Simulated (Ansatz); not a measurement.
**HfB under changes of volume**

One of the cells (12.326 Å³/atom); the others are scaled copies at fixed shape and fractional positions:

```xyz
2
Lattice="0.0000 2.3100 2.3100 2.3100 0.0000 2.3100 2.3100 2.3100 0.0000" Properties=species:S:1:pos:R:3 pbc="T T T"
Hf    2.3100    2.3100    2.3100
B     0.0000    0.0000    0.0000
```

- Program: Ansatz 0.2.0
- Functional: PBE
- Potentials or basis: Ansatz PAW
- Cutoff: 420 eV (not typed: the program's choice for these potentials)
- k mesh: 10 × 10 × 10
- Occupations: fermi-dirac, width 0.05 eV
- Spin: no spin polarisation

| volume (Å³/atom) | energy over the lowest point (meV/atom) | pressure (GPa) |
| --- | --- | --- |
| 11.587 | 278.42 | 48.4 |
| 11.833 | 209.58 | 41.5 |
| 12.080 | 150.79 | 35.3 |
| 12.326 | 101.19 | 29.6 |
| 12.573 | 59.99 | 24.3 |
| 12.819 | ? | ? |
| 13.066 | 0.00 | 15.2 |

Task: What does the run at 12.819 Å³/atom give?

Result: Energy over the lowest point 26.48 meV/atom; pressure 19.6 GPa.

Worked out: A Birch-Murnaghan fit of order 3 (a polynomial in V^(-2/3)) to the other rows has no minimum within the range. It gives 26.55 meV/atom at 12.819 Å³/atom, against the run's 26.48, and -dE/dV = 19.4 GPa, against 19.6.

Energies are extrapolated to zero smearing.
